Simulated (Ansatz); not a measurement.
**CH5GaO (built from SMILES C[O][GaH2]): a short trajectory**

The task is to watch the atoms for 40 steps of 0.25 fs, started with velocities for 700 K and run at constant energy, and see to which side of the barrier the system falls.

Program: Ansatz 0.2.0, Gaussian basis. Level of theory: Hartree-Fock/def2-SVP. These are calculated values, not measurements.

2 further runs of the same task are left out: 2 that didn't finish.

### 1 The system as given

The start, a first-order saddle point found at PBE0-D4 in triple zeta: 8 atoms, charge 0, spin multiplicity 1.

Atoms are counted from 1 here; the program's logs count them from 0.

Bond lengths: Ga1–O2 1.980 Å, Ga1–H4 1.658 Å, Ga1–H5 1.595 Å, O2–C3 1.411 Å, C3–H6 1.096 Å, C3–H7 1.096 Å, C3–H8 1.094 Å. Angles: O2–Ga1–H4 43.9°, O2–Ga1–H5 112.7°, H4–Ga1–H5 153.3°, Ga1–O2–C3 131.9°, O2–C3–H6 109.9°, O2–C3–H7 111.8°, O2–C3–H8 110.0°, H6–C3–H7 108.0°, H6–C3–H8 108.8°, H7–C3–H8 108.2°.

As a file:

```mol
CH5GaO
  3D, bonds by distance, orders not assigned

  8  7  0  0  0  0  0  0  0  0999 V2000
   -1.5526   -0.3493   -1.2128 Ga  0  0
   -0.0301   -0.6996    0.0033 O   0  0
    0.8688    0.1670    0.6602 C   0  0
   -0.0765   -1.0940   -1.3320 H   0  0
   -2.5434    0.7681   -0.6516 H   0  0
    0.3226    0.8104    1.3599 H   0  0
    1.4038    0.8117   -0.0470 H   0  0
    1.6075   -0.4143    1.2199 H   0  0
  1  2  8  0
  1  4  8  0
  1  5  8  0
  2  3  8  0
  3  6  8  0
  3  7  8  0
  3  8  8  0
M  END
```

### 2 Dynamics

Input file md/in.yaml:

```yaml
crystal:
  periodic: [false, false, false]
  atoms:
    - {symbol: Ga, position_ang: [-1.552557, -0.349314, -1.212838]}
    - {symbol: O, position_ang: [-0.030109, -0.699613, 0.003341]}
    - {symbol: C, position_ang: [0.868752, 0.166970, 0.660215]}
    - {symbol: H, position_ang: [-0.076517, -1.093957, -1.331999]}
    - {symbol: H, position_ang: [-2.543376, 0.768119, -0.651568]}
    - {symbol: H, position_ang: [0.322597, 0.810383, 1.359902]}
    - {symbol: H, position_ang: [1.403757, 0.811694, -0.046995]}
    - {symbol: H, position_ang: [1.607452, -0.414283, 1.219942]}
basis:
  gaussian: {orbitals: def2-SVP}
hamiltonian: {xc: hf}
md: {n_steps: 40, timestep: 0.25, temperature: 700, ensemble: nve, seed: 638, initial_velocities: maxwell_boltzmann}
```

The run is started by

```sh
$ ansatz run in.yaml --threads 2 --pin off --events-out ev --progress --plain --max-ram 4352MiB
```

**Question.** What will these runs give? Wanted: temperature at the start; mean temperature, second half; lowest and highest potential energy, from the first frame; largest change of potential + kinetic; bonds made by distance.

The runs gave:

| quantity | value |
| --- | --- |
| length | 40 steps, 10.0 fs |
| temperature at the start | 700 K |
| mean temperature, second half | 1278 K |
| lowest and highest potential energy, from the first frame | -1130 and 215 meV |
| largest change of potential + kinetic | 5.4 meV |
| bonds made by distance | O2–H4 |

In words: By the last frame it has moved towards the side where O2–H4 form. The system runs downhill by 1.13 eV, and that energy turns into motion. With no thermostat the total energy should stay fixed; it holds within 5.4 meV, small beside the kinetic energy, so the time step serves. The temperature runs between 424 and 2150 K.
